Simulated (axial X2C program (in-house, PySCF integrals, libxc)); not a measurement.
# WB⁻: properties at the nuclei

Wanted for WB⁻: properties at the nuclei, at the two-component level.

Program: an in-house X2C program for linear molecules on PySCF integrals. Level of theory: two-component X2C with atomic mean-field terms, W dyall-acv3z, B dyall-av3z. These are calculated values, not measurements.

**1. Set-up**

task.json

```json
{"zs": [74, 5], "q": -1, "bas": ["dyall-acv3z", "dyall-av3z"], "r0": 2.22, "levels": ["PBE0", "HF", "PBE", "LDA", "r2SCAN"], "nst": 3}
```

Keys: zs atomic numbers; q charge; bas basis sets; r0 starting distance in Å; levels methods (HF also brings MP2); nst determinants followed.

Command:

```
> python soeom.py task.json out
```

Nuclei are Gaussian, cores are contracted, and the Gaunt term is on.

**2. Expectation values, lowest determinant**

R = 1.984 Å. State: Ω = 3 (excess of +ω over −ω: ω = 1/2, ω = 5/2).

Output of the PBE0 run:

```text
two-component X2C + atomic mean field  PBE0
basis functions 252  fitting functions 1248  grid points 5080
iter        total energy     max residual
   1     -16167.001910758     9.59e-06
   2     -16167.001910772     9.80e-06
   3     -16167.001910776     8.21e-06
   4     -16167.001910783     8.32e-06
   5     -16167.001910789     3.23e-06
   6     -16167.001910792     2.24e-06
   7     -16167.001910793     9.83e-07
converged
one-electron -22379.96734066  Coulomb 6460.84824424  exact exchange -81.80251468  xc functional -250.75980519  nuclear repulsion 98.68728228  atomic mean-field constant -14.00777678
```

The highest occupied spinor is 33% W p, 29% B p, 28% W s.

| level | Eeff magnitude (GV/cm) | Ws magnitude W (kHz) | A∥/gI W (MHz) | qzz W (a.u.) | A∥/gI B (MHz) | qzz B (a.u.) |
| --- | --- | --- | --- | --- | --- | --- |
| PBE0 | 15.8 | 6.18 | 533 | -1.96 | 14.9 | -0.12 |
| HF | 57 | 20.7 | 845 | -0.87 | 19.6 | -0.14 |
| PBE | 0.688 | 0.435 | 528 | -2.70 | 12.9 | -0.15 |
| LDA | 1.28 | 0.076 | 392 | -2.80 | 12.7 | -0.13 |
| r2SCAN | 10.3 | 4.31 | 877 | -2.30 | 17.1 | -0.15 |

Eeff is the effective electric field on the electron dipole moment in this Ω state and Ws the scalar–pseudoscalar constant (defined with the proton number Z and per Ω); A∥ is the parallel hyperfine constant, which follows by multiplying with the nuclear g factor gI = μI/(I μN); qzz is the electric field gradient, eQq0 = 234.96 MHz × Q/barn × qzz. The operators were transformed with the bare-nucleus X2C matrices.

**3. Expectation values, a higher determinant**

R = 1.984 Å. State: Ω = 1 (excess of +ω over −ω: ω = -1/2, ω = 3/2), 0.11 eV above the lowest in the PBE0 search for states (made at or near this distance, with looser thresholds).

Output of the PBE0 run:

```text
two-component X2C + atomic mean field  PBE0
basis functions 252  fitting functions 1248  grid points 5080
iter        total energy     max residual
   1     -16166.997722438     2.87e-06
   2     -16166.997722439     9.47e-06
converged
one-electron -22378.79130262  Coulomb 6459.60320737  exact exchange -81.77851158  xc functional -250.71062111  nuclear repulsion 98.68728228  atomic mean-field constant -14.00777678
```

The highest occupied spinor is 40% W s, 24% W p, 22% B p.

| level | Eeff magnitude (GV/cm) | Ws magnitude W (kHz) | A∥/gI W (MHz) | qzz W (a.u.) | A∥/gI B (MHz) | qzz B (a.u.) |
| --- | --- | --- | --- | --- | --- | --- |
| PBE0 | 13.4 | 14.1 | 201 | -7.37 | -22.9 | -0.01 |
| HF | 54.1 | 55.5 | -959 | -4.60 | -26.6 | 0.04 |
| PBE | 6.18 | 6.87 | 599 | -7.58 | -28.3 | 0.01 |
| LDA | 2.49 | 3.14 | 812 | -7.48 | -34.4 | 0.01 |
| r2SCAN | 16.3 | 17.6 | -260 | -7.93 | -25.8 | -0.03 |

**4. Expectation values, a higher determinant**

R = 1.984 Å. State: Ω = 1 (excess of +ω over −ω: ω = -3/2, ω = 5/2), 0.13 eV above the lowest in the PBE0 search for states (made at or near this distance, with looser thresholds).

Output of the PBE0 run:

```text
two-component X2C + atomic mean field  PBE0
basis functions 252  fitting functions 1248  grid points 5080
iter        total energy     max residual
   1     -16166.997239656     2.01e-05
   2     -16166.997239684     3.10e-05
   3     -16166.997239706     1.59e-05
   4     -16166.997239722     1.11e-05
   5     -16166.997239757     1.11e-05
   6     -16166.997239792     4.94e-06
   7     -16166.997239794     2.27e-06
   8     -16166.997239795     1.05e-06
converged
one-electron -22379.93489481  Coulomb 6460.82524589  exact exchange -81.80431584  xc functional -250.76278053  nuclear repulsion 98.68728228  atomic mean-field constant -14.00777678
```

The highest occupied spinor is 32% W p, 30% B p, 27% W s.

| level | Eeff magnitude (GV/cm) | Ws magnitude W (kHz) | A∥/gI W (MHz) | qzz W (a.u.) | A∥/gI B (MHz) | qzz B (a.u.) |
| --- | --- | --- | --- | --- | --- | --- |
| PBE0 | 13.4 | 16.8 | 1170 | -1.68 | -27.4 | -0.12 |
| HF | 59.5 | 64.8 | 2260 | -0.93 | -38.6 | -0.13 |
| PBE | 3.75 | 1.19 | 1180 | -2.36 | -31.1 | -0.14 |
| LDA | 5.24 | 2.84 | 835 | -2.21 | -31.1 | -0.13 |
| r2SCAN | 8.1 | 11.1 | 2200 | -2.12 | -17.3 | -0.14 |

**5. Outcome**

| quantity | value |
| --- | --- |
| lowest determinant | Ω = 3 (excess of +ω over −ω: ω = 1/2, ω = 5/2) |
| Eeff magnitude (GV/cm), PBE0 | 15.8 |
| Ws magnitude W (kHz), PBE0 | 6.18 |
| A∥/gI W (MHz), PBE0 | 533 |
| qzz W (a.u.), PBE0 | -1.96 |
| higher determinant | Ω = 1 (excess of +ω over −ω: ω = -1/2, ω = 3/2) |
| Eeff magnitude (GV/cm), PBE0, higher determinant | 13.4 |
| Ws magnitude W (kHz), PBE0, higher determinant | 14.1 |
| A∥/gI W (MHz), PBE0, higher determinant | 201 |
| qzz W (a.u.), PBE0, higher determinant | -7.37 |
| higher determinant | Ω = 1 (excess of +ω over −ω: ω = -3/2, ω = 5/2) |
| Eeff magnitude (GV/cm), PBE0, higher determinant | 13.4 |
| Ws magnitude W (kHz), PBE0, higher determinant | 16.8 |
| A∥/gI W (MHz), PBE0, higher determinant | 1170 |
| qzz W (a.u.), PBE0, higher determinant | -1.68 |

**Reading.** In the first state, the effective field runs from 0.688 to 57 GV/cm over the mean-field levels, so the levels don't agree on it. The expectation values come from single determinants, which for open shells can mix terms of unlike spin or miss the lowest Ω, so a determinant need not be a state. Eeff is the effective electric field on the electron dipole moment in this Ω state and Ws the scalar–pseudoscalar constant (defined with the proton number Z and per Ω); A∥ is the parallel hyperfine constant, which follows by multiplying with the nuclear g factor gI = μI/(I μN); qzz is the electric field gradient, eQq0 = 234.96 MHz × Q/barn × qzz. The operators were transformed with the bare-nucleus X2C matrices.
